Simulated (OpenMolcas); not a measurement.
**H2 (SMILES [H][H]) at B97-2/cc-pVTZ**

Aim: the vertical electron affinity of H2 at B97-2/cc-pVTZ, from 2 runs. 

The results are computed with OpenMolcas 26.06.

### Step 1. The molecule

The species is H2 (2 atoms), meant as a singlet with charge 0. SMILES: `[H][H]`. The shape is that of a PBE0-D4/def2-TZVP optimisation.

Bond lengths: H1–H2 0.746 Å.

### Step 2. The energy at B97-2/cc-pVTZ

job.input

```
&GATEWAY
BASLIB = $CurrDir
COORD
2
angstrom
H        0.319300      -0.099200       0.165500
H       -0.319300       0.099200      -0.165500
BASIS = cc-pVTZ
GROUP = NoSym
&SEWARD
&SCF
KSDFT = HYB_GGA_XC_B97_2
PRORBITALS = 0
```

The basis set cc-pVTZ is read from a file made from the Basis Set Exchange's data (not shown).

Launch:

```sh
$ export MOLCAS_MEM=1860
$ pymolcas job.input > job.log
```

Output:

```text
--- Start Module: gateway ---
[...]
--- Stop Module: gateway /rc=_RC_ALL_IS_WELL_ ---
--- Start Module: seward ---
[...]
      Basis functions           28
--- Stop Module: seward /rc=_RC_ALL_IS_WELL_ ---
--- Start Module: scf ---
[...]
       Convergence after   5 Iterations
[...]
::    Total KS-DFT energy                              -1.1763786657
[...]
      Total spin, S                                     0.0000000000
[...]
      Total electronic charge=    2.000000
      Total            charge=   -0.000000
[...]
      Dipole Moment (debye):
      Origin of the operator (angstrom)=   -0.0000    0.0000   -0.0000
                   X= -1.1037E-14               Y=  2.6900E-15               Z= -4.6204E-15           Total=  1.2264E-14
      Quadrupole Moment (debye*angstrom):
[...]
--- Stop Module: scf /rc=_RC_ALL_IS_WELL_ ---
[...]
```

It took 1.9 s on 1 thread of Arm Neoverse V1, shared host; peak memory 0.37 GiB.

### Step 3. The doublet anion at the same level

job.input

```
* H2 Kohn-Sham DFT

&GATEWAY
  BasLib
  $CurrDir
  Coord
  2
  angstrom
  H        0.319300      -0.099200       0.165500
  H       -0.319300       0.099200      -0.165500
  Basis
  cc-pVTZ
  Group
  NoSym

&SEWARD

&SCF
  UHF
  Charge
  -1
  Spin
  2
  KSDFT
  HYB_GGA_XC_B97_2
  PrOrbitals
  0
```

The basis set cc-pVTZ is read from a file made from the Basis Set Exchange's data (not shown).

Launch:

```sh
$ export MOLCAS_MEM=1860
$ pymolcas job.input > job.log
```

Output:

```text
--- Start Module: gateway ---
[...]
--- Stop Module: gateway /rc=_RC_ALL_IS_WELL_ ---
--- Start Module: seward ---
[...]
      Basis functions           28
--- Stop Module: seward /rc=_RC_ALL_IS_WELL_ ---
--- Start Module: scf ---
[...]
       Convergence after  11 Iterations
[...]
::    Total KS-DFT energy                              -1.0285752246
[...]
      Total spin, S                                     0.5002276560
[...]
      Total electronic charge=    3.000000
      Total            charge=   -1.000000
[...]
      Dipole Moment (debye):
      Origin of the operator (angstrom)=   -0.0000    0.0000   -0.0000
                   X=  2.3661E-14               Y=  4.1566E-15               Z=  2.5746E-15           Total=  2.4161E-14
      Center of Charge (angstrom)
[...]
--- Stop Module: scf /rc=_RC_ALL_IS_WELL_ ---
[...]
```

It took 2.6 s on 1 thread of Arm Neoverse V1, shared host; peak memory 0.37 GiB.

### Step 4. What came out

At B97-2/cc-pVTZ:

| quantity | value |
| --- | --- |
| singlet H2: total energy | -1.17638 Eh |
| singlet H2: dipole moment | 0.00 D |
| singlet H2: HOMO energy | -11.73 eV |
| singlet H2: LUMO energy | 1.95 eV |
| singlet H2: HOMO–LUMO gap | 13.69 eV |
| doublet anion: total energy | -1.02858 Eh |
| doublet anion: HOMO energy (highest over α and β) | 6.24 eV |
| doublet anion: LUMO energy (lowest over α and β) | 8.23 eV |
| doublet anion: ⟨S²⟩ | 0.750 |
| vertical electron affinity (to the doublet anion) | -4.022 eV |

In words: The anion lies 4.02 eV (388 kJ/mol) above the neutral: the electron isn't bound at this level, and such a value depends on the basis. Without diffuse functions anions come out too high. The HOMO (doublet anion) lies at positive energy, 6.24 eV; only total energies tell whether the electron is bound.
